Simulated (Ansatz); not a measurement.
# GaAsH+ (triplet): wave-function methods side by side, cc-pVDZ

How much of the correlation energy of GaAsH+ (triplet) does each wave-function method recover here?

The runs use Ansatz 0.2.0, Gaussian basis; cc-pVDZ, core rule «outside noble gas», up to 28 orbitals frozen.

To be run: UHF; CCSD(T) on ROHF; CCSD(T) on UHF; BCCD(T) on ROHF; CISD as a restricted active space (open shells left free, so some higher excitations enter); CCSDT(Q) on ROHF; CCSDT(Q) on UHF; CCSDTQ on ROHF; CCSDTQ on UHF.

14 further runs of the same task are left out: 11 for a known fault of the program, 3 set aside as unsound or not needed. Runs told in other sessions of the task aren't counted.

### 1 The system

The geometry is a PBE0/def2-TZVP stationary point (not a proven minimum) of the parent state, kept for this charge and spin. No spin-orbit coupling is included. The filled d shell of Ga, As may be among the frozen orbitals whatever the setting's name suggests.

3 atoms, charge 1, spin multiplicity 3.

Atoms are counted from 1 here; the program's logs count them from 0.

Bond lengths: Ga1–As2 2.510 Å, Ga1–H3 1.618 Å. Angles: As2–Ga1–H3 115.1°.

In the tables R marks a restricted open-shell determinant and U an unrestricted one; energies count from the table's Hartree-Fock row.

### 2 UHF

Input file in.yaml:

```yaml
crystal:
  periodic: [false, false, false]
  atoms:
    - {symbol: Ga, position_ang: [0.000000, -0.505457, 0.594301]}
    - {symbol: As, position_ang: [0.000000, -0.435519, -1.914688]}
    - {symbol: H, position_ang: [0.000000, 0.940976, 1.320387]}
basis:
  gaussian: {orbitals: cc-pVDZ}
total_charge: 1
magnetization: {spin_polarized: true, initial_magnetization: 2}
hamiltonian: {xc: hf}
output: {orbitals: {seedname: orbitals}}
```

On the command line:

```bash
$ ansatz run in.yaml --threads 1 --pin off --events-out ev --progress --plain --max-ram 4096MiB --backend cpu
```

The program printed:

```text
Functional definition: HF
  name "HF"
  cite "Fock, Z. Phys. 61, 126 (1930) doi:10.1007/BF01340294"
  parent pbe
  exchange = exact_x
  correlation = 0
692 factors; integrals over basis functions are off by at most 8.8e-4 eV
mean field evaluation 1: about -113135.3304 eV, gradient 8.5e0 eV
mean field evaluation 2: about -113135.3333 eV, gradient 8.5e0 eV
mean field evaluation 4: about -113136.1899 eV, gradient 1.2e0 eV
mean field evaluation 8: about -113136.2432 eV, gradient 4.3e-1 eV
mean field evaluation 16: about -113136.3788 eV, gradient 1.0e-4 eV
mean field evaluation 32: about -113133.7426 eV, gradient 3.7e-2 eV
mean field evaluation 64: about -113136.3788 eV, gradient 2.2e-5 eV
mean field -113136.37875289 eV, -4157.6852325770 hartree, gradient 2.2e-5 eV, S^2 2.434150; 3 other end points of the search recorded, 0 dependent functions left out
reference -113136.37875289 eV, -4157.6852325770 hartree; 33, 31 occupied and 26, 28 virtual orbitals, 692 factors
Total energy: -113136.37875289 eV, -4157.6852325770 hartree
```

Wall time 4.5 s (1 thread of AMD EPYC 7R13, shared host).

From the report: ⟨S²⟩ of the determinant 2.434 (pure triplet: 2.00).

### 3 CCSD(T) on ROHF

Changes to in.yaml since step 2:

```diff
@@ -9,4 +9,3 @@
 total_charge: 1
-magnetization: {spin_polarized: true, initial_magnetization: 2}
-hamiltonian: {xc: hf}
-output: {orbitals: {seedname: orbitals}}
+magnetization: {spin_polarized: false, initial_magnetization: 2}
+correlation: {method: ccsd_t, electrons: outside_noble_gas}
```

Same command.

The program printed (excerpt; [...] marks lines left out):

```text
Functional definition: HF
  name "HF"
  cite "Fock, Z. Phys. 61, 126 (1930) doi:10.1007/BF01340294"
  parent pbe
[...]
692 factors; integrals over basis functions are off by at most 8.8e-4 eV
[...]
mean field -113136.08099713 eV, -4157.6742902546 hartree, gradient 2.0e-6 eV, S^2 2.000000; 2 other end points of the search recorded, 0 dependent functions left out
[...]
determinant -113136.08099713 eV, -4157.6742902546 hartree, with singles and doubles -113140.04378069 eV, -4157.8199198644 hartree
determinant -113134.42084736 eV, -4157.6132808757 hartree, with singles and doubles -113138.04981160 eV, -4157.7466428517 hartree
determinant -113133.52399687 eV, -4157.5803222281 hartree, with singles and doubles -113137.63044931 eV, -4157.7312315717 hartree
28 core orbitals not correlated: weight in the atoms' cores, before any rotation towards them, 0.999 or more for the frozen orbitals, at most 0.001 for the correlated occupied ones
reference -113136.08099713 eV, -4157.6742902546 hartree; 5, 3 occupied and 26, 28 virtual orbitals, 692 factors
second order -3.03381113 eV of doubles, -0.07221390 eV of singles
cycle   1  -3.96328131 eV  change   -5.0e-4 eV  update   2.8e-3
[...]
cycle  10  -3.96511418 eV  change   -3.5e-6 eV  update   5.7e-6
perturbative correction -0.14106636 eV, -0.0051840930 hartree
Total energy: -113140.18717767 eV, -4157.8251896060 hartree
```

Wall time 7.5 s (1 thread of AMD EPYC 7R13, shared host).

From the report: correlation -4.1062 eV; T1 0.041; largest double amplitude 0.09.

### 4 CCSD(T) on UHF

Changes to in.yaml since step 3:

```diff
@@ -9,3 +9,3 @@
 total_charge: 1
-magnetization: {spin_polarized: false, initial_magnetization: 2}
+magnetization: {spin_polarized: true, initial_magnetization: 2}
 correlation: {method: ccsd_t, electrons: outside_noble_gas}
```

Launched as before.

The program printed (excerpt; [...] marks lines left out):

```text
Functional definition: HF
  name "HF"
  cite "Fock, Z. Phys. 61, 126 (1930) doi:10.1007/BF01340294"
  parent pbe
[...]
692 factors; integrals over basis functions are off by at most 8.8e-4 eV
[...]
mean field -113136.37875289 eV, -4157.6852325770 hartree, gradient 2.6e-6 eV, S^2 2.434149; 11 other end points of the search recorded, 0 dependent functions left out
determinant -113136.37875289 eV, -4157.6852325770 hartree, with singles and doubles -113140.04516690 eV, -4157.8199708066 hartree
determinant -113134.85764441 eV, -4157.6293328712 hartree, with singles and doubles -113138.09615919 eV, -4157.7483460945 hartree
determinant -113134.59917243 eV, -4157.6198342011 hartree, with singles and doubles -113137.95633160 eV, -4157.7432075253 hartree
determinant -113134.57883928 eV, -4157.6190869716 hartree, with singles and doubles -113138.06473172 eV, -4157.7471911561 hartree
determinant -113134.52539767 eV, -4157.6171230287 hartree, with singles and doubles -113137.81962077 eV, -4157.7381834948 hartree
determinant -113134.23779584 eV, -4157.6065538565 hartree, with singles and doubles -113137.96831117 eV, -4157.7436477663 hartree
determinant -113133.74238309 eV, -4157.5883477737 hartree, with singles and doubles -113137.65297325 eV, -4157.7320593113 hartree
28 core orbitals not correlated: weight in the atoms' cores, before any rotation towards them, 0.999 or more for the frozen orbitals, at most 0.001 for the correlated occupied ones
reference -113136.37875289 eV, -4157.6852325770 hartree; 5, 3 occupied and 26, 28 virtual orbitals, 692 factors
second order -2.74027578 eV of doubles, -0.00000000 eV of singles
cycle   1  -3.66755426 eV  change   -1.1e-3 eV  update   4.2e-3
[...]
cycle  11  -3.67554002 eV  change   -4.8e-6 eV  update   3.4e-6
perturbative correction -0.12439280 eV, -0.0045713509 hartree
Total energy: -113140.17868571 eV, -4157.8248775324 hartree
```

Wall time 38 s (1 thread of AMD EPYC 7R13, shared host).

From the report: ⟨S²⟩ of the determinant 2.434 (pure triplet: 2.00); correlation -3.7999 eV; T1 0.065; largest double amplitude 0.09.

### 5 BCCD(T) on ROHF

Changes to in.yaml since step 4:

```diff
@@ -9,3 +9,3 @@
 total_charge: 1
-magnetization: {spin_polarized: true, initial_magnetization: 2}
-correlation: {method: ccsd_t, electrons: outside_noble_gas}
+magnetization: {spin_polarized: false, initial_magnetization: 2}
+correlation: {method: bccd_t, electrons: outside_noble_gas}
```

Launched as before.

The program printed (excerpt; [...] marks lines left out):

```text
Functional definition: HF
  name "HF"
  cite "Fock, Z. Phys. 61, 126 (1930) doi:10.1007/BF01340294"
  parent pbe
[...]
692 factors; integrals over basis functions are off by at most 8.8e-4 eV
[...]
mean field -113136.08099713 eV, -4157.6742902546 hartree, gradient 2.0e-6 eV, S^2 2.000000; 2 other end points of the search recorded, 0 dependent functions left out
[...]
determinant -113136.08099713 eV, -4157.6742902546 hartree, with singles and doubles -113140.04378069 eV, -4157.8199198644 hartree
determinant -113134.42084736 eV, -4157.6132808757 hartree, with singles and doubles -113138.04981160 eV, -4157.7466428517 hartree
determinant -113133.52399687 eV, -4157.5803222281 hartree, with singles and doubles -113137.63044931 eV, -4157.7312315717 hartree
28 core orbitals not correlated: weight in the atoms' cores, before any rotation towards them, 0.999 or more for the frozen orbitals, at most 0.001 for the correlated occupied ones
reference -113136.08099713 eV, -4157.6742902546 hartree; 5, 3 occupied and 26, 28 virtual orbitals, 692 factors
second order -3.03381113 eV of doubles, -0.07221390 eV of singles
cycle   1  -3.96648089 eV  change   -3.7e-3 eV  update   1.3e-2
[...]
cycle  13  -3.96280243 eV  change    2.5e-6 eV  update   9.1e-6
perturbative correction -0.14194459 eV, -0.0052163673 hartree
Total energy: -113140.18574415 eV, -4157.8251369252 hartree
```

It took 7.5 s on 1 thread of AMD EPYC 7R13, shared host.

From the report: correlation -4.1047 eV; largest double amplitude 0.09.

### 6 CISD as a restricted active space (open shells left free, so some higher excitations enter)

Changes to in.yaml since step 5:

```diff
@@ -10,2 +10,2 @@
 magnetization: {spin_polarized: false, initial_magnetization: 2}
-correlation: {method: bccd_t, electrons: outside_noble_gas}
+correlation: {active_space: {ras: {orbitals: [3, 2, 26], electrons: 8, max_holes: 2, max_particles: 2}, fixed_orbitals: true}}
```

Launched as before.

The program printed:

```text
Functional definition: HF
  name "HF"
  cite "Fock, Z. Phys. 61, 126 (1930) doi:10.1007/BF01340294"
  parent pbe
  exchange = exact_x
  correlation = 0
692 factors; integrals over basis functions are off by at most 8.8e-4 eV
mean field evaluation 1: about -113135.3553 eV, gradient 1.0e1 eV
mean field evaluation 2: about -113135.3575 eV, gradient 1.0e1 eV
mean field evaluation 4: about -113136.0498 eV, gradient 1.9e0 eV
mean field evaluation 8: about -113136.0810 eV, gradient 8.9e-4 eV
mean field -113136.08099713 eV, -4157.6742902546 hartree, gradient 2.0e-6 eV, S^2 2.000000; 0 other end points of the search recorded, 0 dependent functions left out
reference -113136.08099713 eV, -4157.6742902546 hartree; 33, 31 occupied and 26, 28 virtual orbitals, 692 factors
state -113139.80600182 eV, -4157.8111816518 hartree
Total energy: -113139.80600182 eV, -4157.8111816518 hartree
```

Run time: 1.8 s. Hardware: 1 thread of AMD EPYC 7R13, shared host.

From the report: 29,052 determinants.

### 7 CCSDT(Q) on ROHF

Changes to in.yaml since step 6:

```diff
@@ -10,2 +10,2 @@
 magnetization: {spin_polarized: false, initial_magnetization: 2}
-correlation: {active_space: {ras: {orbitals: [3, 2, 26], electrons: 8, max_holes: 2, max_particles: 2}, fixed_orbitals: true}}
+correlation: {method: ccsdt_q, electrons: outside_noble_gas}
```

The command is unchanged.

The program printed (excerpt; [...] marks lines left out):

```text
Functional definition: HF
  name "HF"
  cite "Fock, Z. Phys. 61, 126 (1930) doi:10.1007/BF01340294"
  parent pbe
[...]
1162 factors; integrals over basis functions are off by at most 1.5e-7 eV
[...]
mean field -113136.08108867 eV, -4157.6742936186 hartree, gradient 2.1e-6 eV, S^2 2.000000; 2 other end points of the search recorded, 0 dependent functions left out
[...]
determinant -113136.08108867 eV, -4157.6742936186 hartree, with singles and doubles -113140.04388031 eV, -4157.8199235252 hartree
determinant -113134.42095413 eV, -4157.6132847996 hartree, with singles and doubles -113138.04992484 eV, -4157.7466470132 hartree
determinant -113133.52410071 eV, -4157.5803260442 hartree, with singles and doubles -113137.63055418 eV, -4157.7312354256 hartree
28 core orbitals not correlated: weight in the atoms' cores, before any rotation towards them, 0.999 or more for the frozen orbitals, at most 0.001 for the correlated occupied ones
reference -113136.08108867 eV, -4157.6742936186 hartree; 5, 3 occupied and 26, 28 virtual orbitals, 1162 factors
second order -3.03383623 eV of doubles, -0.07221406 eV of singles
cycle   1  -3.67526524 eV  change   -5.7e-1 eV  update   8.5e-2
[...]
cycle  27  -4.14796033 eV  change    2.2e-8 eV  update   4.6e-7
perturbative correction -0.00956732 eV, -0.0003515924 hartree
Total energy: -113140.23861632 eV, -4157.8270799415 hartree
```

It took 17 s on 1 thread of AMD EPYC 7R13, shared host; peak memory 0.25 GiB.

From the report: correlation -4.1575 eV; T1 0.043; largest double amplitude 0.11.

### 8 CCSDT(Q) on UHF

Changes to in.yaml since step 7:

```diff
@@ -9,3 +9,3 @@
 total_charge: 1
-magnetization: {spin_polarized: false, initial_magnetization: 2}
+magnetization: {spin_polarized: true, initial_magnetization: 2}
 correlation: {method: ccsdt_q, electrons: outside_noble_gas}
```

Launched as before.

The program printed (excerpt; [...] marks lines left out):

```text
Functional definition: HF
  name "HF"
  cite "Fock, Z. Phys. 61, 126 (1930) doi:10.1007/BF01340294"
  parent pbe
[...]
1162 factors; integrals over basis functions are off by at most 1.5e-7 eV
[...]
mean field -113136.37884810 eV, -4157.6852360757 hartree, gradient 1.4e-6 eV, S^2 2.434155; 13 other end points of the search recorded, 0 dependent functions left out
determinant -113136.37884810 eV, -4157.6852360757 hartree, with singles and doubles -113140.04526707 eV, -4157.8199744879 hartree
determinant -113134.85775470 eV, -4157.6293369244 hartree, with singles and doubles -113138.09627295 eV, -4157.7483502748 hartree
determinant -113134.59928242 eV, -4157.6198382433 hartree, with singles and doubles -113137.95644318 eV, -4157.7432116256 hartree
determinant -113134.57894642 eV, -4157.6190909092 hartree, with singles and doubles -113138.06484508 eV, -4157.7471953221 hartree
[...]
determinant -113134.23790422 eV, -4157.6065578393 hartree, with singles and doubles -113137.96841905 eV, -4157.7436517306 hartree
determinant -113133.74248753 eV, -4157.5883516117 hartree, with singles and doubles -113137.65308107 eV, -4157.7320632739 hartree
determinant -113132.96472013 eV, -4157.5597691871 hartree, with singles and doubles -113136.56798652 eV, -4157.6921867845 hartree
28 core orbitals not correlated: weight in the atoms' cores, before any rotation towards them, 0.999 or more for the frozen orbitals, at most 0.001 for the correlated occupied ones
reference -113136.37884810 eV, -4157.6852360757 hartree; 5, 3 occupied and 26, 28 virtual orbitals, 1162 factors
second order -2.74029011 eV of doubles, -0.00000000 eV of singles
cycle   1  -3.29013228 eV  change   -5.5e-1 eV  update   8.1e-2
[...]
cycle  30  -3.85479269 eV  change    2.9e-7 eV  update   1.7e-7
perturbative correction -0.01015329 eV, -0.0003731267 hartree
Total energy: -113140.24379408 eV, -4157.8272702209 hartree
```

Wall time 69 s (1 thread of AMD EPYC 7R13, shared host).

From the report: ⟨S²⟩ of the determinant 2.434 (pure triplet: 2.00); correlation -3.8649 eV; T1 0.078; largest double amplitude 0.12.

### 9 CCSDTQ on ROHF

Changes to in.yaml since step 8:

```diff
@@ -9,3 +9,3 @@
 total_charge: 1
-magnetization: {spin_polarized: true, initial_magnetization: 2}
-correlation: {method: ccsdt_q, electrons: outside_noble_gas}
+magnetization: {spin_polarized: false, initial_magnetization: 2}
+correlation: {method: ccsdtq, electrons: outside_noble_gas}
```

On the command line:

```bash
$ ansatz run in.yaml --threads 2 --pin off --events-out ev --progress --plain --max-ram 24576MiB --backend cuda --devices 0, --max-vram 18GiB
```

The program printed (excerpt; [...] marks lines left out):

```text
Functional definition: HF
  name "HF"
  cite "Fock, Z. Phys. 61, 126 (1930) doi:10.1007/BF01340294"
  parent pbe
[...]
1162 factors; integrals over basis functions are off by at most 1.5e-7 eV
[...]
mean field -113136.08108867 eV, -4157.6742936186 hartree, gradient 2.1e-6 eV, S^2 2.000000; 2 other end points of the search recorded, 0 dependent functions left out
[...]
determinant -113136.08108867 eV, -4157.6742936186 hartree, with singles and doubles -113140.04387919 eV, -4157.8199234840 hartree
determinant -113134.42095413 eV, -4157.6132847996 hartree, with singles and doubles -113138.04992374 eV, -4157.7466469727 hartree
determinant -113133.52410071 eV, -4157.5803260442 hartree, with singles and doubles -113137.63055079 eV, -4157.7312353012 hartree
28 core orbitals not correlated: weight in the atoms' cores, before any rotation towards them, 0.999 or more for the frozen orbitals, at most 0.001 for the correlated occupied ones
reference -113136.08108867 eV, -4157.6742936186 hartree; 5, 3 occupied and 26, 28 virtual orbitals, 1162 factors
second order -3.03383623 eV of doubles, -0.07221406 eV of singles
cycle   1  -3.67526680 eV  change   -5.7e-1 eV  update   8.5e-2
[...]
cycle  29  -4.15874918 eV  change    3.3e-7 eV  update   6.5e-7
Total energy: -113140.23983785 eV, -4157.8271248320 hartree
```

Wall time 27 s (1 × H100 (card shared with other runs) with 2 threads of AMD EPYC 7R13, shared host); peak host memory 0.85 GiB.

From the report: correlation -4.1587 eV; T1 0.042; largest double amplitude 0.11.

### 10 CCSDTQ on UHF

Changes to in.yaml since step 9:

```diff
@@ -9,3 +9,3 @@
 total_charge: 1
-magnetization: {spin_polarized: false, initial_magnetization: 2}
+magnetization: {spin_polarized: true, initial_magnetization: 2}
 correlation: {method: ccsdtq, electrons: outside_noble_gas}
```

The command is unchanged.

The program printed (excerpt; [...] marks lines left out):

```text
Functional definition: HF
  name "HF"
  cite "Fock, Z. Phys. 61, 126 (1930) doi:10.1007/BF01340294"
  parent pbe
[...]
1162 factors; integrals over basis functions are off by at most 1.5e-7 eV
[...]
mean field -113136.37884810 eV, -4157.6852360757 hartree, gradient 1.4e-6 eV, S^2 2.434155; 10 other end points of the search recorded, 0 dependent functions left out
determinant -113136.37884810 eV, -4157.6852360757 hartree, with singles and doubles -113140.04526374 eV, -4157.8199743653 hartree
determinant -113134.85775470 eV, -4157.6293369244 hartree, with singles and doubles -113138.09627197 eV, -4157.7483502388 hartree
determinant -113134.59928242 eV, -4157.6198382433 hartree, with singles and doubles -113137.95644096 eV, -4157.7432115441 hartree
determinant -113134.57894642 eV, -4157.6190909092 hartree, with singles and doubles -113138.06484417 eV, -4157.7471952884 hartree
determinant -113134.52550692 eV, -4157.6171270437 hartree, with singles and doubles -113137.81972941 eV, -4157.7381874874 hartree
determinant -113134.23790422 eV, -4157.6065578393 hartree, with singles and doubles -113137.96841512 eV, -4157.7436515865 hartree
28 core orbitals not correlated: weight in the atoms' cores, before any rotation towards them, 0.999 or more for the frozen orbitals, at most 0.001 for the correlated occupied ones
reference -113136.37884810 eV, -4157.6852360757 hartree; 5, 3 occupied and 26, 28 virtual orbitals, 1162 factors
second order -2.74029011 eV of doubles, -0.00000000 eV of singles
cycle   1  -3.29013354 eV  change   -5.5e-1 eV  update   8.1e-2
[...]
cycle  30  -3.86537181 eV  change   -7.4e-7 eV  update   9.1e-7
Total energy: -113140.24421990 eV, -4157.8272858696 hartree
```

Run time: 36 s. Hardware: 1 × H100 (card shared with other runs) with 2 threads of AMD EPYC 7R13, shared host; peak host memory 0.85 GiB.

From the report: ⟨S²⟩ of the determinant 2.434 (pure triplet: 2.00); correlation -3.8654 eV; T1 0.079; largest double amplitude 0.12.

### 11 All levels against the top one

The yardstick is UCCSDTQ, where the cluster series has nearly closed. Rows without a time are mean-field rows or come out of runs for another level: lower rungs of the coupled-cluster runs, or the Hartree-Fock search.

Differences are taken before rounding.

```csv
method,energy from the lowest ROHF (kJ/mol),from UCCSDTQ (kJ/mol),time
ROHF,0.0,+401.7,
UHF,-28.7,+373.0,
RMP2,-299.7,+102.0,
UMP2,-293.1,+108.6,
CISD,-359.4,+42.3,1.8 s
RCCSD,-382.6,+19.1,
UCCSD,-383.4,+18.3,
RCCSD(T),-396.2,+5.5,7.5 s
UCCSD(T),-395.4,+6.3,38 s
BCCD(T),-396.0,+5.6,7.5 s
RCCSDT,-400.2,+1.5,
UCCSDT,-400.7,+1.0,
RCCSDT(Q),-401.1,+0.5,17 s
UCCSDT(Q),-401.6,0.0,69 s
RCCSDTQ,-401.3,+0.4,27 s (GPU)
UCCSDTQ,-401.7,0,36 s (GPU)
```

Some runs used a GPU and others CPU threads alone; cost is compared among the CPU runs only.

Among the levels timed on like hardware, those that no quicker one beats, quickest first: CISD (1.8 s, +42.3 kJ/mol); RCCSD(T) (7.5 s, +5.5 kJ/mol); RCCSDT(Q) (17 s, +0.5 kJ/mol); UCCSDT(Q) (69 s, 0.0 kJ/mol).

### 12 What came out

| quantity | value |
| --- | --- |
| UCCSDTQ from the ROHF energy | -4.1632 eV |
| RMP2 from UCCSDTQ | +102.0 kJ/mol |
| UMP2 from UCCSDTQ | +108.6 kJ/mol |
| RCCSD from UCCSDTQ | +19.1 kJ/mol |
| RCCSD(T) from UCCSDTQ | +5.5 kJ/mol |
| UCCSD(T) from UCCSDTQ | +6.3 kJ/mol |
| RCCSDT(Q) from UCCSDTQ | +0.5 kJ/mol |
| UCCSDT(Q) from UCCSDTQ | 0.0 kJ/mol |
| levels within 1 kcal/mol (43 meV) | RCCSDT, UCCSDT, RCCSDT(Q), UCCSDT(Q), RCCSDTQ |
| T1 diagnostic | 0.041 |

RCCSD(T) lands +5.5 kJ/mol from the yardstick (1.4 % of the correlation energy). These misses are within one basis, not against nature; the frozen cores of restricted and unrestricted runs differ, which can shift their rows.

With open shells the CI space here admits some higher excitations, so it is larger than plain CISD.

UCCSDT(Q) reaches 0.0 kJ/mol from the reference in 69 s; the quickest level in the cost chart, CISD, takes 1.8 s and misses by 42.3 kJ/mol.
